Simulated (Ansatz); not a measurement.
# CH₈FGeNOSi: a ladder of functionals and wavefunction methods

One table from this session's results is given with a row withheld; the runs are named, their logs left out.

Method: functionals in def2-TZVPP, the program's frozen cores in correlated methods; program: Ansatz 0.2.0, Gaussian basis.

The runs, in order: PBE-D4, r2SCAN-D4, PBE0-D4, B3LYP-D4, ωB97X-V, ωB97M-V, B2PLYP; CCSD(T)/def2-TZVPP; MP2/def2-QZVPP; extrapolation to the limit.

## Structure used throughout

An earlier PBE0-D4 in a triple-zeta def2 set relaxation fixed the geometry.

SMILES `C[N]([GeH3])[SiH](O)F`, 14 atoms, charge 0, spin multiplicity 1.

Atoms are counted from 1 here; the program's logs count them from 0.

Bond lengths: C1–N2 1.457 Å, C1–H7 1.096 Å, C1–H8 1.094 Å, C1–H9 1.096 Å, N2–Ge3 1.851 Å, N2–Si4 1.689 Å, Ge3–H10 1.530 Å, Ge3–H11 1.540 Å, Ge3–H12 1.541 Å, Si4–O5 1.634 Å, Si4–F6 1.605 Å, Si4–H13 1.478 Å, O5–H14 0.958 Å. Angles: N2–C1–H7 112.1°, N2–C1–H8 110.7°, N2–C1–H9 111.4°, H7–C1–H8 107.5°, H7–C1–H9 107.9°, H8–C1–H9 107.1°, C1–N2–Ge3 115.3°, C1–N2–Si4 120.6°, Ge3–N2–Si4 124.0°, N2–Ge3–H10 108.9°, N2–Ge3–H11 108.7°, N2–Ge3–H12 107.4°, H10–Ge3–H11 111.6°, H10–Ge3–H12 111.2°, H11–Ge3–H12 108.9°, N2–Si4–O5 108.0°, N2–Si4–F6 114.3°, N2–Si4–H13 109.4° and more.

Set-up of the first run:

The input, in.yaml:

```yaml
crystal:
  periodic: [false, false, false]
  atoms:
    - {symbol: C, position_ang: [1.182338, -1.260389, -0.294681]}
    - {symbol: N, position_ang: [0.173246, -0.229470, -0.092120]}
    - {symbol: Ge, position_ang: [-1.410843, -0.481245, -1.015926]}
    - {symbol: Si, position_ang: [0.436352, 1.027830, 1.004276]}
    - {symbol: O, position_ang: [-0.358975, 2.347386, 0.459252]}
    - {symbol: F, position_ang: [-0.129867, 0.747856, 2.479421]}
    - {symbol: H, position_ang: [0.861762, -2.233581, 0.094029]}
    - {symbol: H, position_ang: [2.113610, -0.994078, 0.213587]}
    - {symbol: H, position_ang: [1.420125, -1.383594, -1.357353]}
    - {symbol: H, position_ang: [-2.450564, 0.514221, -0.497994]}
    - {symbol: H, position_ang: [-1.141360, -0.287273, -2.519244]}
    - {symbol: H, position_ang: [-1.859509, -1.934789, -0.771629]}
    - {symbol: H, position_ang: [1.889959, 1.228374, 1.180755]}
    - {symbol: H, position_ang: [-0.726283, 2.938763, 1.117637]}
basis:
  gaussian: {orbitals: def2-TZVPP}
hamiltonian: {xc: pbe, dispersion: d4}
output: {forces: true, orbitals: {seedname: orbitals}}
```

Started as:

```
ansatz run in.yaml --threads 2 --pin off --events-out ev --progress --plain --max-ram 32768MiB --backend cuda --devices 0, --max-vram 18GiB
```

Among the steps run: PBE-D4 (GGA); r2SCAN-D4 (meta-GGA); PBE0-D4 (hybrid); B3LYP-D4 (hybrid); ωB97X-V (range-separated); ωB97M-V (range-separated); B2PLYP (double hybrid); CCSD(T) in def2-TZVPP; MP2 in def2-QZVPP.

One of the session's tables, all rows but one given; the rest of the session is left out.

| method | atomisation energy (kcal/mol) |
| --- | --- |
| PBE-D4 | 1204.4 |
| r2SCAN-D4 | 1194.8 |
| PBE0-D4 | 1185.3 |
| B3LYP-D4 | 1193.1 |
| ωB97X-V | 1202.9 |
| ωB97M-V | 1197.8 |
| B2PLYP | 1182.5 |
| HF/def2-TZVPP | 862.0 |
| MP2/def2-TZVPP | 1187.5 |
| CCSD/def2-TZVPP | 1154.2 |
| CCSD(T)/def2-TZVPP | 1170.6 |
| MP2/CBS | ? |
| CCSD(T)/CBS | 1202.7 |

Q: Estimate the row for MP2/CBS from the others.

**Answer.** atomisation energy (kcal/mol): 1219.6. In the column «atomisation energy (kcal/mol)» it is the highest.
